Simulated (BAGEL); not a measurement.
# C2H6BO− (SMILES [BH3-]OC=C) at HF/3-21G (density fitting with qzvpp-jkfit)

Aim: the vertical ionisation energy of C2H6BO− at HF/3-21G (density fitting with qzvpp-jkfit), from 2 runs. 

Program for the calculation: BAGEL 1.2.2.

2 further runs of the same task are left out: 2 set aside as unsound or not needed.

### 1 The molecule

C2H6BO− has 10 atoms, charge -1, and is taken as a singlet. As SMILES, `[BH3-]OC=C`. The shape is that of a GFN2-xTB optimisation. This is one conformer, not always the lowest.

Bond lengths: B1–O2 1.536 Å, O2–C3 1.303 Å, C3–C4 1.337 Å, B1–H5 1.214 Å, B1–H6 1.221 Å, B1–H7 1.221 Å, C3–H8 1.104 Å, C4–H9 1.073 Å, C4–H10 1.080 Å. Some angles: B1–O2–C3 121.2°, O2–C3–C4 131.0°, O2–B1–H5 104.8°, O2–B1–H6 110.2°, O2–B1–H7 110.1°, O2–C3–H8 111.6°, C4–C3–H8 117.4°, C3–C4–H9 121.3°, C3–C4–H10 120.9°, H5–B1–H6 110.5°.

### 2 The energy at HF/3-21G (density fitting with qzvpp-jkfit)

job.json

```json
{ "bagel" : [

{
  "title" : "molecule",
  "basis" : "3-21g",
  "df_basis" : "qzvpp-jkfit",
  "angstrom" : "true",
  "geometry" : [
    { "atom" : "B", "xyz" : [   -0.922890,    0.848040,   -0.819770 ] },
    { "atom" : "O", "xyz" : [   -0.829890,   -0.624710,   -0.394460 ] },
    { "atom" : "C", "xyz" : [    0.146510,   -1.049430,    0.356210 ] },
    { "atom" : "C", "xyz" : [    1.190030,   -0.403060,    0.885380 ] },
    { "atom" : "H", "xyz" : [   -1.930450,    0.913000,   -1.492980 ] },
    { "atom" : "H", "xyz" : [   -1.017630,    1.565000,    0.163410 ] },
    { "atom" : "H", "xyz" : [    0.055100,    1.157160,   -1.481340 ] },
    { "atom" : "H", "xyz" : [    0.057670,   -2.129590,    0.567520 ] },
    { "atom" : "H", "xyz" : [    1.337670,    0.647430,    0.721510 ] },
    { "atom" : "H", "xyz" : [    1.913870,   -0.923830,    1.494520 ] }
  ]
},
{ "title" : "hf", "charge" : -1 },
{ "title" : "print", "file" : "orbitals.molden", "orbitals" : "true" }

]}
```

On the command line:

```bash
BAGEL_NUM_THREADS=1 BAGEL job.json > job.out
```

The log of the run:

```text
* using 1 threads per process

  ===============================================================
  ===============================================================

  *** Geometry ***

  { "atom" : "B", "xyz" : [     -1.744009,      1.602563,     -1.549141 ] },
  { "atom" : "O", "xyz" : [     -1.568265,     -1.180531,     -0.745421 ] },
  { "atom" : "C", "xyz" : [      0.276864,     -1.983135,      0.673139 ] },
  { "atom" : "C", "xyz" : [      2.248831,     -0.761673,      1.673126 ] },
  { "atom" : "H", "xyz" : [     -3.648022,      1.725320,     -2.821323 ] },
  { "atom" : "H", "xyz" : [     -1.923042,      2.957421,      0.308800 ] },
  { "atom" : "H", "xyz" : [      0.104124,      2.186715,     -2.799327 ] },
  { "atom" : "H", "xyz" : [      0.108981,     -4.024342,      1.072457 ] },
  { "atom" : "H", "xyz" : [      2.527830,      1.223465,      1.363456 ] },
  { "atom" : "H", "xyz" : [      3.616690,     -1.745786,      2.824233 ] },

  Number of auxiliary basis functions:      410

  Since a DF basis is specified, we compute 2- and 3-index integrals:
    o Being stored without compression. Storage requirement is 0.008 GB

  Number of basis functions:       48
  Number of electrons      :       31

    * METHOD: MOLECULE                             0.12

  *** RHF ***

  === Nuclear Repulsion ===
   111.4142615843

      * DIIS with orbital gradients will be used.

  === RHF iteration (3-21g) ===
      0       -177.65702277          0.02386408           0.02
      1       -177.74490279          0.01207139           0.02
      2       -177.76674760          0.00273115           0.02
      3       -177.76812210          0.00068967           0.02
      4       -177.76822666          0.00014909           0.02
      5       -177.76823265          0.00004768           0.02
      6       -177.76823334          0.00001907           0.02
      7       -177.76823350          0.00000352           0.02
      8       -177.76823350          0.00000149           0.02
      9       -177.76823350          0.00000050           0.02
     10       -177.76823350          0.00000019           0.02
     11       -177.76823350          0.00000006           0.02
     12       -177.76823350          0.00000002           0.02
     13       -177.76823350          0.00000001           0.02
    * SCF iteration converged.

    * Permanent dipole moment:
           (   -1.042581,     1.398264,    -1.035720) a.u.

    * METHOD: HF                                   0.31

    * METHOD: PRINT                                0.01

  ===============================================================
```

Wall time 0.56 s (1 thread of Arm Neoverse V1, shared host).

### 3 Doublet neutral C2H6BO at the same level

job.json

```json
{ "bagel": [

{
  "title": "molecule",
  "basis": "3-21g",
  "df_basis": "qzvpp-jkfit",
  "angstrom": true,
  "geometry": [
    { "atom": "B", "xyz": [      -0.922890,       0.848040,      -0.819770 ] },
    { "atom": "O", "xyz": [      -0.829890,      -0.624710,      -0.394460 ] },
    { "atom": "C", "xyz": [       0.146510,      -1.049430,       0.356210 ] },
    { "atom": "C", "xyz": [       1.190030,      -0.403060,       0.885380 ] },
    { "atom": "H", "xyz": [      -1.930450,       0.913000,      -1.492980 ] },
    { "atom": "H", "xyz": [      -1.017630,       1.565000,       0.163410 ] },
    { "atom": "H", "xyz": [       0.055100,       1.157160,      -1.481340 ] },
    { "atom": "H", "xyz": [       0.057670,      -2.129590,       0.567520 ] },
    { "atom": "H", "xyz": [       1.337670,       0.647430,       0.721510 ] },
    { "atom": "H", "xyz": [       1.913870,      -0.923830,       1.494520 ] }
  ]
},

{ "title": "uhf", "nopen": 1 },

{ "title": "print", "file": "orbitals.molden", "orbitals": true }

]}
```

On the command line:

```bash
BAGEL_NUM_THREADS=1 BAGEL job.json > job.out
```

The log of the run:

```text
* using 1 threads per process

  ===============================================================
  ===============================================================

  *** Geometry ***

  { "atom" : "B", "xyz" : [     -1.744009,      1.602563,     -1.549141 ] },
  { "atom" : "O", "xyz" : [     -1.568265,     -1.180531,     -0.745421 ] },
  { "atom" : "C", "xyz" : [      0.276864,     -1.983135,      0.673139 ] },
  { "atom" : "C", "xyz" : [      2.248831,     -0.761673,      1.673126 ] },
  { "atom" : "H", "xyz" : [     -3.648022,      1.725320,     -2.821323 ] },
  { "atom" : "H", "xyz" : [     -1.923042,      2.957421,      0.308800 ] },
  { "atom" : "H", "xyz" : [      0.104124,      2.186715,     -2.799327 ] },
  { "atom" : "H", "xyz" : [      0.108981,     -4.024342,      1.072457 ] },
  { "atom" : "H", "xyz" : [      2.527830,      1.223465,      1.363456 ] },
  { "atom" : "H", "xyz" : [      3.616690,     -1.745786,      2.824233 ] },

  Number of auxiliary basis functions:      410

  Since a DF basis is specified, we compute 2- and 3-index integrals:
    o Being stored without compression. Storage requirement is 0.008 GB

  Number of basis functions:       48
  Number of electrons      :       31

    * METHOD: MOLECULE                             0.12

  *** Open-shell HF ***

  === Nuclear Repulsion ===
   111.4142615843

      * DIIS with orbital gradients will be used.

  === UHF iteration (3-21g) ===
      0       -177.57667895          0.04155849           0.03
      1       -177.64777428          0.02966450           0.04
      2       -177.66602541          0.02247667           0.03
      3       -177.68662740          0.00240978           0.03
      4       -177.68999714          0.00184648           0.03
      5       -177.69211597          0.00160700           0.03
      6       -177.69603975          0.00093752           0.03
      7       -177.69682164          0.00032693           0.04
      8       -177.69688804          0.00027948           0.04
      9       -177.69691127          0.00008195           0.04
     10       -177.69691880          0.00005728           0.04
     11       -177.69692178          0.00001760           0.04
     12       -177.69692211          0.00000923           0.04
     13       -177.69692221          0.00000307           0.04
     14       -177.69692222          0.00000084           0.04
     15       -177.69692222          0.00000053           0.04
     16       -177.69692222          0.00000032           0.04
     17       -177.69692222          0.00000015           0.04
     18       -177.69692222          0.00000011           0.04
     19       -177.69692222          0.00000008           0.04
     20       -177.69692222          0.00000004           0.04
     21       -177.69692222          0.00000002           0.04
     22       -177.69692222          0.00000001           0.04
    * SCF iteration converged.

    * S^2 (UHF) is 0.9324

    * Permanent dipole moment:
           (   -1.481645,     1.398781,    -1.324299) a.u.

    * METHOD: UHF                                  0.90

    * METHOD: PRINT                                0.01

  ===============================================================
```

It took 1.1 s on 1 thread of Arm Neoverse V1, shared host.

### 4 Outcome

Level: HF/3-21G (density fitting with qzvpp-jkfit).

| quantity | value |
| --- | --- |
| singlet C2H6BO−: total energy | -177.76823 Eh |
| singlet C2H6BO−: HOMO energy | -3.56 eV |
| singlet C2H6BO−: LUMO energy | 10.88 eV |
| singlet C2H6BO−: HOMO–LUMO gap (to an unbound level, set by the basis) | 14.43 eV |
| doublet neutral C2H6BO: total energy | -177.69692 Eh |
| doublet neutral C2H6BO: dipole moment | 6.18 D |
| doublet neutral C2H6BO: ⟨S²⟩ | 0.932 |
| vertical detachment energy (to the doublet neutral) | 1.940 eV |

What this shows: The vertical ionisation energy comes to 1.94 eV (45 kcal/mol). −ε(HOMO) before ionisation, 3.56 eV, is 1.62 eV above this ionisation energy. ⟨S²⟩ (doublet neutral C2H6BO) is 0.93 where a pure doublet has 0.75: the reference is spin-contaminated.
